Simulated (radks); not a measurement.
**Li inside a hard spherical wall**

An exercise on one series of results from a longer session: the logs are not shown, and one member is left open.

Program: radks (a radial shooting solver on a logarithmic mesh, Libxc functionals) version 1. Level of theory: scalar-relativistic Kohn-Sham, r2SCAN, spin-polarised, spherical densities, finite nucleus; open shells are filled with parallel spins first. These are calculated values, not measurements, unless marked.

### The system

```
element            : lithium (Z = 3)
charge             : 0
electrons          : 3
configuration      : [He] 2s1
nuclear rms radius : 2.444 fm
```

Outer shells as boxes (Hund's rule):

Li
```
[He] core
2s [↑ ]
```

Set-up of the first run:

Input:

```text
Z 3
configuration [He] 2s1 2p0 3s0 3d0
relativity scalar-relativistic
functional r2scan,r2scan
spin polarised
nucleus finite rms 2.444 fm
c 137.035999084
```

Steps of the session up to this table: The free atom; Wall at 20 bohr; Wall at 15 bohr; Wall at 7 bohr; Wall at 5 bohr; Wall at 4 bohr; Wall at 1.5 bohr.

One of the session's tables, all rows but one given; the rest of the session is left out.

| R (bohr) | E − E(free) (eV) | ε(2p, empty) (eV) | ε(3s, empty) (eV) | ε(3d, empty) (eV) | pressure (GPa) |
| --- | --- | --- | --- | --- | --- |
| free | 0.000 | -1.205 | - | - | 0 |
| 20 | 0.000 | -1.205 | 0.432 | 0.981 | < 0.0001 |
| 15 | 0.000 | -1.199 | 0.798 | 1.323 | 0.000101 |
| 7 | ? | ? | ? | ? | ? |
| 5 | 2.353 | 2.926 | 22.991 | 12.451 | 7.16 |
| 4 | 5.892 | 6.894 | 41.911 | 20.965 | 30.5 |
| 1.5 | 140.53 | 91.370 | 433.13 | 178.93 | 10194 |

Estimate the missing values for R (bohr) = 7.

Worked estimate for «E − E(free) (eV)». A straight line through the neighbours (15, 0.000) and (5, 2.353) gives 0.000 + (2.353 − 0.000) × (7 − 15) / (5 − 15) = 1.882; a parabola fitted to 4 rows on both sides gives 2.403.

The run gave: E − E(free) (eV): 0.423; ε(2p, empty) (eV): 0.003; ε(3s, empty) (eV): 8.599; ε(3d, empty) (eV): 5.549; pressure (GPa): 0.632. In «E − E(free) (eV)» the line misses by +1.459 and the parabola by +1.980. Between these rows the values bend or scatter more than so simple an estimate can follow.

What this shows: Eigenvalues are for spin up. At the tightest wall, 1.5 bohr, the energy stands 140.53 eV above the free atom and the pressure, −dE/dV, is 10194 GPa. From R = 4 bohr inwards the highest occupied level lies above zero, pushed up by confinement. Shells are not refilled when levels cross, and a hard wall is a model, not a crystal.
